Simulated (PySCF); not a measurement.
**A gas-phase reaction: H2OZn + Br2 → BrHOZn + BrH**

Aim: the reaction energy of `[OH][ZnH]` + `BrBr` → `[OH][Zn][Br]` + `Br`.

Computed with PySCF 2.14.0; each step states its level. No surroundings beyond the atoms listed, unless a continuum is named. Atoms count from 0, parts from 1.

## 1. The system as given

Each species was relaxed by itself at PBE0-D3(BJ)/def2-SVPD.

## 2. Reaction energy: wB97M-D3(BJ)/def2-TZVPD

What the job is given:

```
{"job": {"kind": "react", "xc": "wB97M-D3(BJ)", "basis": "def2-TZVPD"}, "charge": 0, "multiplicity": 1}
-1 H2OZn charge 0 multiplicity 1
O     -0.328010     1.104190    -0.118070
Zn     0.420180    -0.494560     0.132190
H     -1.245880     1.187590    -0.383410
H      1.153710    -1.797230     0.369280

-1 Br2 charge 0 multiplicity 1
Br     1.149510    -0.007870     0.013040
Br    -1.151600     0.002370    -0.021270

+1 BrHOZn charge 0 multiplicity 1
O     -0.887650     0.915010     0.429840
Zn     0.134860    -0.450830    -0.071950
Br     1.303810    -2.268590    -0.652890
H     -0.551020     1.804410     0.295000

+1 BrH charge 0 multiplicity 1
Br     0.714960    -0.003670     0.017580
H     -0.708320     0.007090    -0.017540
```

With the program's defaults for keys left out, this is: wB97M-D3(BJ)/def2-TZVPD reaction energy of separated species, gas phase.

Command:

```sh
$ OMP_NUM_THREADS=1 python cluster_run.py task.json out
```

One launch serves the whole session: the jobs run in the order shown.

**Question.** The jobs that follow are: PBE0-D3(BJ)/def2-TZVPD reaction energy of separated species, gas phase; MP2/def2-TZVPD reaction energy of separated species, gas phase. Predict: reaction energy (wB97M-D3(BJ)/def2-TZVPD); ΔH, ΔG at 298 K (xTB thermal terms). Thermal terms come from harmonic xTB runs on each species.

**Answer**, as computed:

```
                                                quantity                      value
               reaction energy (wB97M-D3(BJ)/def2-TZVPD)            -53.51 kcal/mol
                     ΔH, ΔG at 298 K (xTB thermal terms)      -53.0, -53.2 kcal/mol
range of the reaction energy over the runs of this table  -57.20 to -53.51 kcal/mol
```

What this shows: The reaction is exothermic by 53.0 kcal/mol in the gas phase; dispersion gives -0.01, and xTB itself gave -19.78 for the electronic energy (xTB energies and thermal terms come from the earlier relaxation of each species, not shown). No barrier was sought. xTB and this level differ widely in the electronic energy, so what comes from xTB (the thermal terms above all) is less safe here. The reaction energy runs from -57.20 (MP2/def2-TZVPD) to -53.51 kcal/mol (wB97M-D3(BJ)/def2-TZVPD).
